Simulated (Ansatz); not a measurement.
Wanted: the native input for an Ansatz 0.2.0 run.

- Task: relaxation of cell and atoms
- Functional: revPBE
- Dispersion: D4
- Potentials or basis: Ansatz PAW
- Cutoff: 420 eV (not typed: the program's choice for these potentials)
- k mesh: 8 × 8 × 8
- Occupations: fermi-dirac, width 0.05 eV
- Spin: no spin polarisation

The system is CdBr.

```
Cd Br
1.0
     0.00000    3.07239    3.07239
     3.07239    0.00000    3.07239
     3.07239    3.07239    0.00000
Cd Br
1 1
Direct
  0.00000 0.00000 0.00000
  0.50000 0.50000 0.50000
```

The cell was built by a generator and needn't be a form met in nature.

These files were run (other wordings do the same):

input.yaml

```yaml
crystal:
  lattice:
    - [0.0, 3.07239103, 3.07239103]
    - [3.07239103, 0.0, 3.07239103]
    - [3.07239103, 3.07239103, 0.0]
  atoms:
    - { symbol: Cd, position: [0.0, 0.0, 0.0] }
    - { symbol: Br, position: [0.5, 0.5, 0.5] }
hamiltonian:
  xc: revpbe
  pseudopotentials: { kind: paw }
  dispersion: d4
kpoints:
  mp_grid: { grid: [8, 8, 8] }
scf:
  occupations: { method: fermi_dirac, width: 0.05 }
output:
  forces: true
  stress: true
  eigenvalues: true
relax:
  f_tol: 0.01
  max_steps: 40
  cell: { stress_tol: 0.05 }
```

Potentials or basis: Ansatz PAW.

Run with:

```bash
$ ansatz run input.yaml --threads 2 --pin off --max-ram 5632MiB --backend cpu --events-out ev --progress --plain --runs-dir out
```

Results of the run:

```json
{
 "Relaxed volume": "28.59 Å³/atom",
 "Relaxed cell": "a = 4.324 Å, b = 4.324 Å, c = 4.324 Å, α = 60.00°, β = 60.00°, γ = 60.00°",
 "Space group after relaxing (to 0.05 Å)": "Fm-3m (No. 225)",
 "Energy gained by relaxing": "0.5 meV/atom",
 "Ionic steps": "4",
 "Pressure after relaxing": "0.0 GPa",
 "Band gap on the k mesh": "none (metal or under the smearing width)"
}
```

Caveat: the plane-wave basis is chosen anew once the cell has moved, so the energies of steps on either side of that aren't comparable; an odd number of electrons without spin polarisation forces a metal; a magnetic or distorted state may lie lower; pairwise dispersion overbinds metals, which lowers pressure and volume; the PAW data sets come from PBE, with cores solved anew for the run's functional, which leaves a small shift of forces and pressure.

Wall time 3.4 s on 2 threads of Arm Neoverse V2, with other jobs on the host, peak memory 0.33 GiB.
